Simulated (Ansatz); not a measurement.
## CH3NTe, SMILES N=C[TeH]: harmonic frequencies at the relaxed geometry, step by step

Computed with Ansatz 0.2.0, Python API.

At the Python prompt:
```pycon
>>> import itertools
>>> import ansatz
>>> from ase import Atoms
>>> from ase.data import atomic_numbers, covalent_radii
>>> from ase.thermochemistry import IdealGasThermo
>>> import numpy as np
>>> params = {
...     "basis": "def2-SVP",
...     "xc": "pbe0",
... }
>>> atoms = Atoms(["N", "C", "Te", "H", "H", "H"], positions=[
...     [-1.0488, -0.5844, -0.4065],
...     [-0.0796, 0.229, -0.3549],
...     [0.4661, 1.0697, 1.4897],
...     [-1.3116, -0.9417, -1.3206],
...     [0.5006, 0.4521, -1.2645],
...     [1.5154, -0.2887, 1.8105],
... ])
>>> geometry = ansatz.Crystal.molecule_from_ase(atoms)
>>> job = (
...     geometry.calculation()
...     .basis(gaussian=params["basis"])
...     .functional(params["xc"])
... )
>>> symbols = [site.symbol for site in geometry.cartesian_sites]
>>> start = np.array([site.position_ang for site in geometry.cartesian_sites], dtype=float)
>>> rep = job.relax(force_tolerance=0.003, max_steps=100).run(threads=1, backend="cpu").report

>>> end = np.array(rep["positions_ang"])
>>> # pairs closer than 1.2 times the sum of covalent radii, before or after
>>> radius = [covalent_radii[atomic_numbers[s]] for s in symbols]
>>> span = lambda where, i, j: np.linalg.norm(where[i] - where[j])
>>> bonded = [(i, j) for i, j in itertools.combinations(range(len(symbols)), 2) if min(span(start, i, j), span(end, i, j)) < 1.2 * (radius[i] + radius[j])]
>>> print("pair        before    after (A)")
pair        before    after (A)
>>> for i, j in bonded:
...     print(f"{symbols[i]}{i}-{symbols[j]}{j}".ljust(10), f"{span(start, i, j):8.4f} {span(end, i, j):8.4f}")
...
N0-C1        1.2663   1.2593
N0-H3        1.0160   1.0253
C1-Te2       2.0993   2.1260
C1-H4        1.1017   1.1063
Te2-H5       1.7462   1.6657
>>> # same settings at the minimum
>>> minimum = ansatz.Crystal.molecule()
>>> for symbol, place in zip(symbols, end):
...     minimum = minimum.atom(symbol, place.tolist())
...
>>> vibrating = (
...     minimum.calculation()
...     .basis(gaussian=params["basis"])
...     .functional(params["xc"])
...     .phonons(temperatures=(200, 600, 100))
... )
>>> vib = vibrating.run(threads=1, backend="cpu").report["vibrations"]
>>> sums = vib["harmonic_sums"]
>>> modes = [m["omega_inv_cm"] for m in sums["modes_at_gamma"] if m["rigid_motion"] == "no"]
>>> for number, w in enumerate(modes, start=1):
...     print(f"mode {number:2d} {w:9.1f} 1/cm {w / 8065.544 * 1000:8.2f} meV")
...
mode  1     214.8 1/cm    26.64 meV
mode  2     284.8 1/cm    35.32 meV
mode  3     535.9 1/cm    66.44 meV
mode  4     654.8 1/cm    81.18 meV
mode  5     714.5 1/cm    88.59 meV
mode  6    1061.7 1/cm   131.63 meV
mode  7    1123.6 1/cm   139.31 meV
mode  8    1342.0 1/cm   166.39 meV
mode  9    1717.6 1/cm   212.96 meV
mode 10    2149.8 1/cm   266.54 meV
mode 11    3059.2 1/cm   379.29 meV
mode 12    3492.5 1/cm   433.01 meV
>>> print("imaginary modes:", sum(w < 0 for w in modes), " zero-point energy:", round(sums["zero_point_energy_ev"], 4), "eV")
imaginary modes: 0  zero-point energy: 1.0136 eV
>>> # rigid rotor and ideal gas, symmetry number taken as one
>>> gas = IdealGasThermo(vib_energies=[w / 8065.544 for w in modes if w > 0], geometry="linear" if len(modes) == 3 * len(symbols) - 5 else "nonlinear",
...                      atoms=Atoms(symbols, positions=end), symmetrynumber=1, spin=0.0)
>>> print(f"H(298 K) - E = {gas.get_enthalpy(298.15, verbose=False):.4f} eV")
H(298 K) - E = 1.1567 eV
>>> print(f"S(298 K, 1 bar) = {96485.33 * gas.get_entropy(298.15, 1e5, verbose=False):.1f} J/(mol K) with symmetry number 1")
S(298 K, 1 bar) = 293.1 J/(mol K) with symmetry number 1
```

Reading the output:
- The frequencies are harmonic and unscaled, in a modest basis. The result belongs to the one conformer reached from this start, and soft torsions count as harmonic oscillators.
- def2 sets replace the cores of elements past krypton by effective core potentials.
- The entropy takes a symmetry number of 1; a symmetric molecule's is lower by R ln(sigma).
- Timing: 110 s on 1 thread of Arm Neoverse V1, on a shared host, peak memory 0.26 GiB.

(Lines on the test bed's own set-up are left out of the output.)
